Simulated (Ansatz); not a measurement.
# C6H18O3Si3, 30 atoms: how the time falls with more hardware

Aim: measure how long an MP2 calculation on a Hartree-Fock reference takes on C6H18O3Si3, and how the time changes with the share of the machine.

Program: Ansatz 0.2.0 (MP2, HF, Gaussian basis). Host: Intel Xeon 6975P-C (Granite Rapids), 96 cores, 190 hardware threads, 362 GiB; it was booked for these runs alone, one at a time. Each run is timed once from launch to exit, start-up included.

## (1) The job

A molecule of 30 atoms and 120 electrons, SMILES C[Si]1(C)O[Si](C)(C)O[Si](C)(C)O1, in the basis cc-pvdz.

## (2) Baseline

The input, input.yaml:

```yaml
crystal:
  periodic: [false, false, false]
  atoms:
    - { symbol: C, position_ang: [-1.5800, -1.6500, -2.1500] }
    - { symbol: Si, position_ang: [-1.0800, -1.3700, -0.3700] }
    - { symbol: C, position_ang: [-1.8800, -2.6800, 0.7000] }
    - { symbol: O, position_ang: [0.5900, -1.4200, -0.2100] }
    - { symbol: Si, position_ang: [1.7600, -0.2600, 0.1000] }
    - { symbol: C, position_ang: [2.7900, 0.0600, -1.4400] }
    - { symbol: C, position_ang: [2.8900, -0.8100, 1.4800] }
    - { symbol: O, position_ang: [0.9300, 1.1300, 0.5400] }
    - { symbol: Si, position_ang: [-0.6900, 1.5700, 0.5000] }
    - { symbol: C, position_ang: [-0.9900, 2.8600, -0.8300] }
    - { symbol: C, position_ang: [-1.2300, 2.2500, 2.1500] }
    - { symbol: O, position_ang: [-1.5400, 0.1600, 0.1300] }
    - { symbol: H, position_ang: [-2.6600, -1.5900, -2.2700] }
    - { symbol: H, position_ang: [-1.2500, -2.6400, -2.4900] }
    - { symbol: H, position_ang: [-1.1200, -0.9000, -2.8000] }
    - { symbol: H, position_ang: [-1.6100, -2.5400, 1.7500] }
    - { symbol: H, position_ang: [-2.9700, -2.6300, 0.6200] }
    - { symbol: H, position_ang: [-1.5600, -3.6800, 0.3900] }
    - { symbol: H, position_ang: [2.1500, 0.3800, -2.2700] }
    - { symbol: H, position_ang: [3.3100, -0.8500, -1.7500] }
    - { symbol: H, position_ang: [3.5300, 0.8400, -1.2500] }
    - { symbol: H, position_ang: [3.4200, -1.7300, 1.2100] }
    - { symbol: H, position_ang: [3.6400, -0.0500, 1.7000] }
    - { symbol: H, position_ang: [2.3200, -1.0100, 2.3900] }
    - { symbol: H, position_ang: [-0.4100, 3.7700, -0.6100] }
    - { symbol: H, position_ang: [-0.6800, 2.4900, -1.8100] }
    - { symbol: H, position_ang: [-2.0500, 3.1300, -0.8800] }
    - { symbol: H, position_ang: [-0.6600, 3.1500, 2.4000] }
    - { symbol: H, position_ang: [-2.3000, 2.5100, 2.1300] }
    - { symbol: H, position_ang: [-1.0700, 1.5200, 2.9400] }
basis:
  gaussian: { orbitals: cc-pvdz }
correlation: { method: mp2 }
```

The run is started by

```sh
> ansatz run input.yaml --backend cpu --events-out ev --progress --plain --runs-dir out
```

Output:

```text
pinning: not binding workers (pin `auto` leaves the workers unbound: the CPU quota is narrower than the CPUs that the planning thread may run on, so engines sharing the machine would bind the same CPUs; pin `on` binds them even so)
Engine: ansatz 0.2.0, x86_64-unknown-linux-gnu
Functional definition: HF
  exchange = exact_x
  correlation = 0
2496 factors; integrals over basis functions are off by at most 1.1e-3 eV
mean field evaluation 1: about -36166.8400 eV, gradient 6.5e1 eV
mean field evaluation 2: about -36167.0703 eV, gradient 6.5e1 eV
mean field evaluation 4: about -36176.5225 eV, gradient 6.5e0 eV
mean field evaluation 8: about -36176.6585 eV, gradient 3.7e-1 eV
mean field -36176.65890427 eV, -1329.4676933118 hartree, gradient 9.6e-7 eV, S^2 0.000000; 0 other end points of the search recorded, 0 dependent functions left out
24 core orbitals not correlated: weight in the atoms' cores, before any rotation towards them, 1.000 or more for the frozen orbitals, at most 0.000 for the correlated occupied ones
reference -36176.65890427 eV, -1329.4676933118 hartree; 36, 36 occupied and 210, 210 virtual orbitals, 2496 factors
second order -46.00450527 eV of doubles, -0.00000000 eV of singles
Total energy: -36222.66340953 eV, -1331.1583276973 hartree
```

Wall time 1.3 s, CPU time 95 s, peak memory 1.2 GiB, 15 SCF iterations in all (96 threads).

Size of the job: 120 electrons, 270 basis functions.

Where the time went (the program's own counters):

```tsv
phase	seconds	share of the wall time
hamiltonian	1.1	88 %
second_order	0.075	6 %
solver_start	0.001	0 %
```

## (3) On 16 threads

input.yaml is that of step 2.

The run is started by

```sh
> ansatz run input.yaml --threads 16 --backend cpu --events-out ev --progress --plain --runs-dir out
```

Output, shortened:

```text
pinning: not binding workers (pin `auto` leaves the workers unbound: the CPU quota is narrower than the CPUs that the planning thread may run on, so engines sharing the machine would bind the same CPUs; pin `on` binds them even so)
[...]
Functional definition: HF
[...]
2496 factors; integrals over basis functions are off by at most 1.1e-3 eV
[...]
mean field -36176.65890427 eV, -1329.4676933118 hartree, gradient 9.6e-7 eV, S^2 0.000000; 0 other end points of the search recorded, 0 dependent functions left out
24 core orbitals not correlated: weight in the atoms' cores, before any rotation towards them, 1.000 or more for the frozen orbitals, at most 0.000 for the correlated occupied ones
reference -36176.65890427 eV, -1329.4676933118 hartree; 36, 36 occupied and 210, 210 virtual orbitals, 2496 factors
second order -46.00450527 eV of doubles, -0.00000000 eV of singles
Total energy: -36222.66340953 eV, -1331.1583276973 hartree
```

Wall time 1.8 s, CPU time 24 s, peak memory 1.1 GiB, 15 SCF iterations in all (16 threads).

## (4) Scaling over threads

```tsv
threads	wall time	speed-up	efficiency	CPU time
16	1.8 s	1	100 %	24 s
96	1.3 s	1.4	23 %	95 s
```

## (5) Summary of results

| quantity | value |
| --- | --- |
| reference | 1.3 s on 96 threads |
| fastest over threads | 1.3 s on 96 |
| speed-up from 16 to 96 threads | 1.4 (23 % efficient) |

Going from 16 to 96 threads cuts the time by a factor of 1.4, 23 % of the ideal. At a few seconds, start-up and serial parts weigh heavily. The figures hold for this build, input and host.
